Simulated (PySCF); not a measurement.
# C5H7FOSi: the cost of one run

Programs: PySCF 2.14.0, with density-fitted response routines of our own. Each step states its level of theory. These are calculated values for one molecule in the gas phase, unless marked as measured. Atoms are numbered from 0 throughout.

## Step 1: The starting structure

15 atoms, charge 0, multiplicity 1; geometry from: GFN2-xTB.

Bonds of the start (Å): C0–C1 1.32, C1–Si2 1.88, Si2–C3 1.91, C3–F4 1.34, C3–C5 1.34, C5–C6 1.44, C6–O7 1.22, C0–H8 1.08, C0–H9 1.08, C1–H10 1.08, Si2–H11 1.48, Si2–H12 1.46, C5–H13 1.08, C6–H14 1.10.

## Step 2: TDDFT and polarisability: wB97X-D/def2-SVPD

Job settings and geometry (Å):

```
{"job": {"kind": "uv", "xc": "wB97X-D", "basis": "def2-SVPD", "nstates": 8, "ntriplets": 3}, "charge": 0, "multiplicity": 1}
C      2.737672     0.104747    -0.434495
C      1.555891    -0.208980     0.069351
Si     0.040978    -0.574736    -0.988344
C     -1.444854    -0.901735     0.168901
F     -1.911950    -2.151892     0.227279
C     -2.027252     0.047377     0.916536
C     -1.472011     1.368763     0.793337
O     -0.535409     1.628420     0.062377
H      2.898045     0.176083    -1.497471
H      3.597914     0.308374     0.185349
H      1.452111    -0.257444     1.147210
H      0.226918    -1.911425    -1.592580
H     -0.319260     0.351412    -2.054881
H     -2.862939    -0.131249     1.576059
H     -1.940267     2.160275     1.399461
```

Method: TDDFT wB97X-D/def2-SVPD, vertical, gas phase, core orbitals frozen in the response.

The run is started by

```bash
OMP_NUM_THREADS=1 python probes_run.py task.json out
```

This one command runs all jobs of the session in turn.

Q: Estimate the wall time and peak memory of this job on 1 thread of Arm Neoverse N1, shared host.

About 1.8 min, with a peak of 0.95 GiB.
